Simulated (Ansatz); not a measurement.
# Cl₃H₄InOSi: a ladder of functionals and wavefunction methods

An exercise on one series of results from a longer session: the logs are not shown, and one member is left open.

The runs use Ansatz 0.2.0, Gaussian basis; functionals in def2-TZVPP, the program's frozen cores in correlated methods.

Levels to be run: LDA (SPW92), PBE-D4, revPBE-D4, BLYP-D4, r2SCAN-D4, B97M-V, PBE0-D4, B3LYP-D4, r2SCANh-D4, r2SCAN0-D4, HSE06-D4, BHLYP-D4, CAM-B3LYP-D4, LC-ωPBE, ωB97X-V, ωB97M-V, B2PLYP, PBE-QIDH; CCSD(T)/def2-SVP; MP2/def2-TZVPP; MP2/def2-QZVPP; RPA on PBE.

## The relaxed structure

An earlier PBE0-D4 in a triple-zeta def2 set relaxation fixed the geometry. In takes the def2 core potential; no spin-orbit term is included.

SMILES `[SiH3][OH+][In-]([Cl])([Cl])[Cl]`, 10 atoms, charge 0, spin multiplicity 1.

Atoms are counted from 1 here; the program's logs count them from 0.

Bond lengths: Si1–O2 1.695 Å, Si1–H7 1.481 Å, Si1–H8 1.479 Å, Si1–H9 1.474 Å, O2–In3 2.275 Å, O2–H10 0.964 Å, In3–Cl4 2.319 Å, In3–Cl5 2.325 Å, In3–Cl6 2.309 Å. Angles: O2–Si1–H7 107.2°, O2–Si1–H8 109.5°, O2–Si1–H9 104.2°, H7–Si1–H8 110.6°, H7–Si1–H9 112.4°, H8–Si1–H9 112.5°, Si1–O2–In3 128.5°, Si1–O2–H10 118.4°, In3–O2–H10 107.9°, O2–In3–Cl4 95.7°, O2–In3–Cl5 90.3°, O2–In3–Cl6 102.4°, Cl4–In3–Cl5 119.2°, Cl4–In3–Cl6 118.0°, Cl5–In3–Cl6 119.4°.

The first run:

The input, in.yaml:

```yaml
crystal:
  periodic: [false, false, false]
  atoms:
    - {symbol: Si, position_ang: [0.487016, -1.350002, 0.918390]}
    - {symbol: O, position_ang: [0.711213, 0.090770, 0.053453]}
    - {symbol: In, position_ang: [-0.861619, 1.429489, -0.900752]}
    - {symbol: Cl, position_ang: [-2.338193, -0.281516, -1.421298]}
    - {symbol: Cl, position_ang: [0.679801, 2.121428, -2.497897]}
    - {symbol: Cl, position_ang: [-1.417527, 2.853860, 0.828919]}
    - {symbol: H, position_ang: [1.657389, -1.510770, 1.811751]}
    - {symbol: H, position_ang: [0.393556, -2.484437, -0.025629]}
    - {symbol: H, position_ang: [-0.764829, -1.131964, 1.665557]}
    - {symbol: H, position_ang: [1.536392, 0.211840, -0.429594]}
basis:
  gaussian: {orbitals: def2-TZVPP}
hamiltonian: {xc: lda}
output: {orbitals: {seedname: orbitals}}
```

On the command line:

```console
> ansatz run in.yaml --threads 4 --pin off --events-out ev --progress --plain --max-ram 11315MiB
```

Among the steps run: LDA; PBE-D4 (GGA); revPBE-D4 (GGA); BLYP-D4 (GGA); r2SCAN-D4 (meta-GGA); B97M-V (meta-GGA); PBE0-D4 (hybrid); B3LYP-D4 (hybrid); r2SCANh-D4 (hybrid); r2SCAN0-D4 (hybrid); HSE06-D4 (hybrid); BHLYP-D4 (hybrid); CAM-B3LYP-D4 (range-separated); LC-ωPBE (range-separated); ωB97X-V (range-separated); ωB97M-V (range-separated); B2PLYP (double hybrid); PBE-QIDH (double hybrid).

One of the session's tables, all rows but one given; the rest of the session is left out.

It belongs to the step «Orbital energies across the functionals». 

| functional | HOMO (eV) | LUMO (eV) | gap (eV) |
| --- | --- | --- | --- |
| LDA (SPW92) | -7.62 | -3.26 | 4.36 |
| PBE-D4 | -7.46 | -2.92 | 4.54 |
| revPBE-D4 | -7.40 | -2.79 | 4.61 |
| BLYP-D4 | ? | ? | ? |
| r2SCAN-D4 | -7.84 | -2.69 | 5.15 |
| B97M-V | -7.91 | -2.71 | 5.20 |
| PBE0-D4 | -8.88 | -2.01 | 6.87 |
| B3LYP-D4 | -8.58 | -2.30 | 6.28 |
| r2SCANh-D4 | -8.36 | -2.36 | 5.99 |
| r2SCAN0-D4 | -9.13 | -1.87 | 7.26 |
| HSE06-D4 | -8.48 | -2.38 | 6.10 |
| BHLYP-D4 | -10.14 | -1.07 | 9.06 |
| CAM-B3LYP-D4 | -10.25 | -1.03 | 9.22 |
| LC-ωPBE | -11.71 | 0.25 | 11.96 |
| ωB97X-V | -11.33 | 0.08 | 11.41 |
| ωB97M-V | -11.16 | -0.09 | 11.07 |

Q: Estimate the row for BLYP-D4 from the others.

Worked estimate for «HOMO (eV)». Against the share of exact exchange, B3LYP-D4 (0.2, -8.58), BHLYP-D4 (0.5, -10.14) give a slope of -5.20 per unit share; at 0 the line stands at -7.54.

**Answer.** HOMO (eV): -7.28; LUMO (eV): -2.85; gap (eV): 4.43. In «HOMO (eV)» the line misses by -0.26.
